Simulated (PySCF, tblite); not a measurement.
# C6H14SSi2: geometry, infrared bands and NMR shifts

Wanted: the infrared bands and NMR shifts of C6H14SSi2 (`C=C(C)[C@@H]1C[SiH2][C@H]1S[SiH3]`), by calculation.

Programs: tblite 0.8.0 and PySCF 2.14.0, with density-fitted response routines of our own. Each step states its level of theory. These are calculated values for one molecule in the gas phase, unless marked as measured. Atoms count from 0, in the outputs and in this text.

## (1) The molecule as given

23 atoms, charge 0, multiplicity 1; geometry from: force field or distance geometry start.

Bonds of the start (Å): C0–C1 1.33, C1–C2 1.52, C1–C3 1.51, C3–C4 1.58, C4–Si5 1.90, Si5–C6 1.92, C6–S7 1.84, S7–Si8 2.15, C6–C3 1.58, C0–H9 1.09, C0–H10 1.09, C2–H11 1.10, C2–H12 1.08, C2–H13 1.09, C3–H14 1.11, C4–H15 1.10, C4–H16 1.09, Si5–H17 1.48, Si5–H18 1.50, C6–H19 1.08, Si8–H20 1.49, Si8–H21 1.48, Si8–H22 1.48.

## (2) Optimising the geometry with GFN2-xTB

What the job is given:

```
{"job": {"kind": "relax", "xc": "GFN2-xTB", "basis": "xTB"}, "charge": 0, "multiplicity": 1}
C     -1.947900    -0.715400    -0.361900
C     -0.856000    -0.874000     0.373000
C     -0.455000    -2.219100     0.951200
C      0.055700     0.289500     0.691400
C     -0.644100     1.468900     1.469900
Si     0.639800     2.633300     0.689500
C      0.530400     1.164200    -0.537300
S      2.152700     0.624400    -1.206200
Si     1.614500    -0.862100    -2.669400
H     -2.617600    -1.550100    -0.579300
H     -2.256700     0.248400    -0.765100
H     -1.172400    -3.006400     0.662800
H      0.523000    -2.506800     0.600100
H     -0.434600    -2.171000     2.038700
H      0.904600    -0.091200     1.295300
H     -0.613000     1.404600     2.565200
H     -1.658500     1.723700     1.148300
H      0.082000     3.911800     0.193900
H      1.894800     2.717200     1.499200
H     -0.223100     1.382800    -1.286600
H      0.520400    -0.302200    -3.515700
H      2.797600    -1.162400    -3.501900
H      1.158300    -2.081100    -1.966800
```

Run with:

```sh
OMP_NUM_THREADS=1 python probes_run.py task.json out
```

The driver reads the jobs from task.json and runs them one after another.

**Question.** This job is followed by: GFN2-xTB harmonic vibrations, gas phase; GIAO PBE0/pcSseg-1 NMR shielding, non-relativistic, gas phase. What will the session give for the following? strongest single infrared mode (GFN2-xTB); zero-point energy (GFN2-xTB); ¹³C shifts against TMS (PBE0/pcSseg-1); ¹H shifts against TMS (PBE0/pcSseg-1, means over atoms taken as alike); ²⁹Si shifts against TMS (PBE0/pcSseg-1); ³³S shifts against CS2 (PBE0/pcSseg-1).

As calculated:

| quantity | value |
| --- | --- |
| strongest single infrared mode (GFN2-xTB) | 760 cm⁻¹, 380 km/mol |
| zero-point energy (GFN2-xTB) | 108.8 kcal/mol |
| ¹³C shifts against TMS (PBE0/pcSseg-1) | 168.9, 116.2, 55.7, 39.7, 29.4, 20.6 ppm |
| ¹H shifts against TMS (PBE0/pcSseg-1, means over atoms taken as alike) | 5.35, 5.29, 4.82, 4.53, 4.48, 2.73, 2.68, 2.08, 1.94, 1.11 ppm |
| ²⁹Si shifts against TMS (PBE0/pcSseg-1) | -37.9, -52.9 ppm |
| ³³S shifts against CS2 (PBE0/pcSseg-1) | -127 ppm |

Relaxing lowered the energy by 0.377 eV in 96 steps; the close pair that moved most is Si5–H18, from 1.496 to 1.458 Å. All 63 modes are real, so the xTB geometry is a minimum. The strongest single mode, at 760 cm⁻¹, is spread over many atoms; the largest shares are those of H17, H18. GFN2-xTB is a fitted tight-binding method: band positions and strengths are rough. Its intensities can rank the bands wrongly. At PBE0/pcSseg-1: The largest span, 506 ppm, is at S7, where the paramagnetic term is -428 ppm.
